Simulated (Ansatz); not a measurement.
# CrGaC4N4: the cost of one run

Method: DFT PBE, scalar-relativistic, plane waves, PAW, in Ansatz 0.2.0.

### 1 The starting structure

It takes space group P-43m (No. 215, cubic). Conventional cell: a = 5.881 Å, b = 5.881 Å, c = 5.881 Å, α = 90.00°, β = 90.00°, γ = 90.00°. Cr (site symmetry -43m) is surrounded by 4 C at 1.94 Å. Around Ga (site symmetry -43m) lie 4 N at 1.99 Å. C (site symmetry 3m) has 1 N at 1.17 Å and 1 Cr at 1.94 Å in its first shell of neighbours. Around N (site symmetry 3m) lie 1 C at 1.17 Å and 1 Ga at 1.99 Å.

Coordinates:

```cif
data_structure
_symmetry_space_group_name_H-M 'P 1'
_symmetry_Int_Tables_number 1
_cell_length_a 5.8809
_cell_length_b 5.8809
_cell_length_c 5.8809
_cell_angle_alpha 90.000
_cell_angle_beta 90.000
_cell_angle_gamma 90.000
_cell_volume 203.39
loop_
_atom_site_label
_atom_site_type_symbol
_atom_site_fract_x
_atom_site_fract_y
_atom_site_fract_z
_atom_site_occupancy
Cr1 Cr 0.00000 0.00000 0.00000 1
Ga1 Ga 0.50000 0.50000 0.50000 1
C1 C 0.19026 0.19026 0.19026 1
C2 C 0.19026 0.80974 0.80974 1
C3 C 0.80974 0.19026 0.80974 1
C4 C 0.80974 0.80974 0.19026 1
N1 N 0.30512 0.30512 0.30512 1
N2 N 0.30512 0.69488 0.69488 1
N3 N 0.69488 0.30512 0.69488 1
N4 N 0.69488 0.69488 0.30512 1
```

The cell is invented: two interpenetrating cyanide-bridged diamond nets (P-43m, No. 215). Lengths come from tabulated atomic sizes and are only a guess.

### 2 The guess as it stands, on a coarse mesh

input.yaml

```yaml
crystal:
  lattice:
    - [5.88088984, 0.0, 0.0]
    - [0.0, 5.88088984, 0.0]
    - [0.0, 0.0, 5.88088984]
  atoms:
    - { symbol: Cr, position: [0.0, 0.0, 0.0], spin: 3.0 }
    - { symbol: Ga, position: [0.5, 0.5, 0.5] }
    - { symbol: C, position: [0.19026114, 0.19026114, 0.19026114] }
    - { symbol: C, position: [0.19026114, 0.80973886, 0.80973886] }
    - { symbol: C, position: [0.80973886, 0.19026114, 0.80973886] }
    - { symbol: C, position: [0.80973886, 0.80973886, 0.19026114] }
    - { symbol: "N", position: [0.30512468, 0.30512468, 0.30512468] }
    - { symbol: "N", position: [0.30512468, 0.69487532, 0.69487532] }
    - { symbol: "N", position: [0.69487532, 0.30512468, 0.69487532] }
    - { symbol: "N", position: [0.69487532, 0.69487532, 0.30512468] }
basis:
  ecutwfc: 420
kpoints:
  mp_grid: { grid: [4, 4, 4] }
hamiltonian:
  xc: pbe
scf:
  occupations: { method: gaussian, width: 0.1 }
  lower_state_search: "off"
output:
  forces: true
  stress: true
  eigenvalues: true
  populations: true
magnetization:
  spin_polarized: true
```

Command:

```bash
ansatz run input.yaml --threads 1 --pin off --max-ram 2560MiB --backend cpu --events-out ev --progress --plain --runs-dir out
```

**Question.** How long does this run take on 1 thread of Intel Xeon 6975P-C (Granite Rapids), shared host, and how much memory does it need?

About 10 s, with a peak of 0.5 GiB.
